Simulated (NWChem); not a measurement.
# SiClF2 (SMILES F[Si](F)Cl) at 5 levels

We compute a comparison of 5 runs (UHF/def2-SVP, UPBE0/def2-SVP, UB2PLYP/def2-SVP, UPBE/6-31G**, UMP2/6-31G**) of SiClF2. 

The calculation is run with NWChem 7.3.0.

## Step 1: The structure to begin with

SiClF2: 4 atoms, total charge 0, spin state doublet. SMILES: `F[Si](F)Cl`. The shape is that of a PBE0-D4/def2-TZVP optimisation.

Bond lengths: F1–Si2 1.585 Å, Si2–F3 1.585 Å, Si2–Cl4 2.036 Å. Angles: F1–Si2–F3 107.0°, F1–Si2–Cl4 108.9°, F3–Si2–Cl4 108.9°.

## Step 2: Energy and forces at UHF/def2-SVP (run 1)

clf2si.nw reads:

```
start clf2si
title "ClF2Si gradient"
memory stack 880 mb heap 220 mb global 1100 mb

geometry units bohr noautosym nocenter noautoz
   F      2.47213972     0.24377467     1.50800145
   Si     0.41800742    -0.59809832    -0.50210023
   F     -1.64746324    -2.18716902     0.97301998
   Cl    -1.24268390     2.54149267    -1.97911017
end

basis spherical bse
   * library def2-SVP
end

scf
   doublet
   uhf
   thresh 1e-08
   maxiter 80
end

task scf gradient
```

Launch:

```bash
$ nwchem clf2si.nw > clf2si.out
```

Output:

```text
[...]
  functions       =    64
[...]
  wavefunction    = UHF
[...]
         Total SCF energy =   -947.038180176876
      One electron energy =  -1747.509784795698
      Two electron energy =    582.872304904283
 Nuclear repulsion energy =    217.599299714538
                       Sz =      0.5000
                 Sz(Sz+1) =      0.7500
                      S^2 =      0.7531
[...]
                         UHF ENERGY GRADIENTS
    atom               coordinates                        gradient
                 x          y          z           x          y          z
   1 F       2.472140   0.243775   1.508001   -0.004435  -0.001986  -0.005337
   2 Si      0.418007  -0.598098  -0.502100   -0.002191   0.001729   0.008303
   3 F      -1.647463  -2.187169   0.973020    0.004864   0.003509  -0.004185
   4 Cl     -1.242684   2.541493  -1.979110    0.001763  -0.003252   0.001220
[...]
```

It took 5.7 s on 1 thread of AMD EPYC 9R14 (Zen 4), shared host; peak memory 0.1 GiB.

## Step 3: Energy and gradient at UPBE0/def2-SVP (run 2)

clf2si.nw reads:

```
start clf2si
memory stack 880 mb heap 220 mb global 1100 mb
geometry noautosym nocenter noautoz
F        1.308200       0.129000       0.798000
Si       0.221200      -0.316500      -0.265700
F       -0.871800      -1.157400       0.514900
Cl      -0.657600       1.344900      -1.047300
end
basis spherical bse
F library def2-SVP
Si library def2-SVP
Cl library def2-SVP
end
dft
xc pbe0
mult 2
grid xfine
convergence energy 1e-08
maxiter 100
mulliken
print low
end
task dft gradient
```

Launch:

```bash
$ nwchem clf2si.nw > clf2si.out
```

Output:

```text
[...]
 d= 0,ls=0.0,diis     1   -948.5386436121 -1.17D+03  1.19D-02  2.07D-01     1.2
[...]
 d= 0,ls=0.0,diis    10   -948.6351360972 -2.41D-09  5.62D-07  2.00D-09    11.0
[...]
         Total DFT energy =     -948.635136097183
      One electron energy =    -1747.939947999743
           Coulomb energy =      651.462044823984
    Exchange-Corr. energy =      -69.756548590768
 Nuclear repulsion energy =      217.599315669344
[...]
      Total Density - Mulliken Population Analysis
     ---------------------------------------------
    Atom       Charge   Shell Charges
 -----------   ------   -------------------------------------------------------
    1 F    9     9.31   1.99  1.13  0.79  3.35  2.05  0.01
    2 Si  14    13.17   2.00  1.98  0.99  0.18  5.93  1.07  0.54  0.47
    3 F    9     9.31   1.99  1.13  0.79  3.35  2.05  0.01
    4 Cl  17    17.22   2.00  1.99  1.26  0.69  5.93  2.15  3.18  0.02
[...]
      <S2> =      0.7515 (Exact =     0.7500)
                         DFT ENERGY GRADIENTS
    atom               coordinates                        gradient
                 x          y          z           x          y          z
   1 F       2.472140   0.243775   1.508001   -0.014114  -0.005880  -0.013898
   2 Si      0.418007  -0.598098  -0.502100   -0.003128   0.000371   0.021697
   3 F      -1.647463  -2.187169   0.973020    0.014360   0.010932  -0.010257
   4 Cl     -1.242684   2.541492  -1.979110    0.002883  -0.005423   0.002458
 Task  times  cpu:       13.3s     wall:       13.3s
 Total times  cpu:       13.4s     wall:       13.4s
```

It took 14 s on 1 thread of AMD EPYC 9R14 (Zen 4), shared host; peak memory 0.12 GiB.

## Step 4: The energy at UB2PLYP/def2-SVP (run 3)

test.nw reads:

```
START test
TITLE "ClF2Si energy"
memory 2200 mb

GEOMETRY units angstroms noautosym nocenter noautoz
F      1.308200     0.129000     0.798000
Si     0.221200    -0.316500    -0.265700
F     -0.871800    -1.157400     0.514900
Cl    -0.657600     1.344900    -1.047300
END

BASIS spherical bse
* library def2-SVP
END

DFT
xc hfexch 0.53 becke88 0.47 lyp 0.73 mp2 0.27
dftmp2 semidirect
mult 2
grid xfine
convergence energy 1e-08
iterations 100
mulliken
END

MP2
freeze core 12
END

TASK dft
```

Launch:

```bash
$ nwchem test.nw > test.out
```

Output:

```text
[...]
          Wavefunction type:  spin polarized.
          No. of atoms     :     4
          No. of electrons :    49
[...]
          Charge           :     0
          Spin multiplicity:     2
[...]
          AO basis - number of functions:    64
[...]
              XC Information
              --------------
                     Hartree-Fock (Exact) Exchange  0.530
                    Becke 1988 Exchange Functional  0.470
              Lee-Yang-Parr Correlation Functional  0.730
[...]
 d= 0,ls=0.0,diis     1   -948.4108663580 -1.17D+03  9.50D-03  1.73D-01     1.1
[...]
 d= 0,ls=0.0,diis    11   -948.4939086542 -3.79D-10  1.59D-07  2.89D-11    11.5
[...]
         Total DFT energy =     -948.493908654192
      One electron energy =    -1747.908061359682
           Coulomb energy =      651.476039829311
    Exchange-Corr. energy =      -69.661202793165
 Nuclear repulsion energy =      217.599315669344
[...]
      Total Density - Mulliken Population Analysis
     ---------------------------------------------
    Atom       Charge   Shell Charges
 -----------   ------   -------------------------------------------------------
    1 F    9     9.36   1.99  1.13  0.80  3.35  2.09  0.01
    2 Si  14    13.03   2.00  1.99  0.95  0.17  5.93  1.03  0.51  0.46
    3 F    9     9.36   1.99  1.13  0.80  3.35  2.09  0.01
    4 Cl  17    17.24   2.00  1.99  1.25  0.70  5.94  2.14  3.21  0.02
[...]
      <S2> =      0.7522 (Exact =     0.7500)
[...]
  Basis functions       =     64
[...]
```

It took 14 s on 1 thread of AMD EPYC 9R14 (Zen 4), shared host; peak memory 0.15 GiB.

Run 4 isn't shown in full; the table further down has it.

## Step 5: Energy and forces at UMP2/6-31G(d,p) (spherical functions) (run 5)

work.nw reads:

```
start work
memory 2200 mb
geometry noautosym nocenter noautoz
 F      1.308200     0.129000     0.798000
 Si     0.221200    -0.316500    -0.265700
 F     -0.871800    -1.157400     0.514900
 Cl    -0.657600     1.344900    -1.047300
end
basis spherical bse
 * library 6-31G**
end
scf
 doublet
 uhf
 thresh 1e-08
 maxiter 80
end
mp2
 freeze core 12
 tight
end
task mp2 gradient
```

Launch:

```bash
$ nwchem work.nw > work.out
```

Output:

```text
[...]
  functions       =    64
[...]
  wavefunction    = UHF
[...]
         Total SCF energy =   -947.406316504496
      One electron energy =  -1748.229604349932
      Two electron energy =    583.223972176092
 Nuclear repulsion energy =    217.599315669344
                       Sz =      0.5000
                 Sz(Sz+1) =      0.7500
                      S^2 =      0.7532
[...]
          Total MP2 energy          -947.939702905480
[...]
                         mp2 ENERGY GRADIENTS
    atom               coordinates                        gradient
                 x          y          z           x          y          z
   1 F       2.472140   0.243775   1.508001   -0.011998  -0.004856  -0.010481
   2 Si      0.418007  -0.598098  -0.502100   -0.000484  -0.003093   0.017058
   3 F      -1.647463  -2.187169   0.973020    0.011842   0.009221  -0.007442
   4 Cl     -1.242684   2.541492  -1.979110    0.000640  -0.001271   0.000865
[...]
```

Wall time 27 s (1 thread of AMD EPYC 9R14 (Zen 4), shared host); peak memory 0.16 GiB.

## Step 6: The series

```
run                               level  iteration cap  module  energy (Eh)  dipole moment (D)  HOMO energy (eV)  LUMO energy (eV)  wall time
  1                        UHF/def2-SVP             80     scf  -947.038180               1.59            -10.93              0.60      5.7 s
  2                      UPBE0/def2-SVP            100     dft  -948.635136                  –                 –                 –       14 s
  3                    UB2PLYP/def2-SVP            100     dft  -948.680507               1.31             -8.61             -2.05       14 s
  4  UPBE/6-31G** (spherical functions)            100     dft  -948.921063               0.92             -6.05             -4.24       19 s
  5  UMP2/6-31G** (spherical functions)             80     mp2  -947.939703               1.31            -10.93              0.51       27 s
```

## Step 7: Results

| quantity | value |
| --- | --- |
| run 5: total energy | -947.93970 Eh |
| run 5: dipole moment (of the density that the program reports) | 1.31 D |
| run 5: HOMO energy (Hartree–Fock orbitals) (highest over α and β) | -10.93 eV |
| run 5: LUMO energy (Hartree–Fock orbitals) (lowest over α and β) | 0.51 eV |
| run 5: correlation energy (12 core orbitals frozen) | -533.4 mEh |
| run 5: ⟨S²⟩ of the reference determinant | 0.753 |
| run 5: largest force on an atom | 0.892 eV/Å |

What this shows: Over runs 1, 3, 4, 5 the dipole moment (its size) runs from 0.92 D (UPBE/6-31G**) to 1.59 D (UHF/def2-SVP). The two ends differ in method and basis. Totals of different functionals can't be ranked against each other. All runs together took 79 s, the longest 27 s.
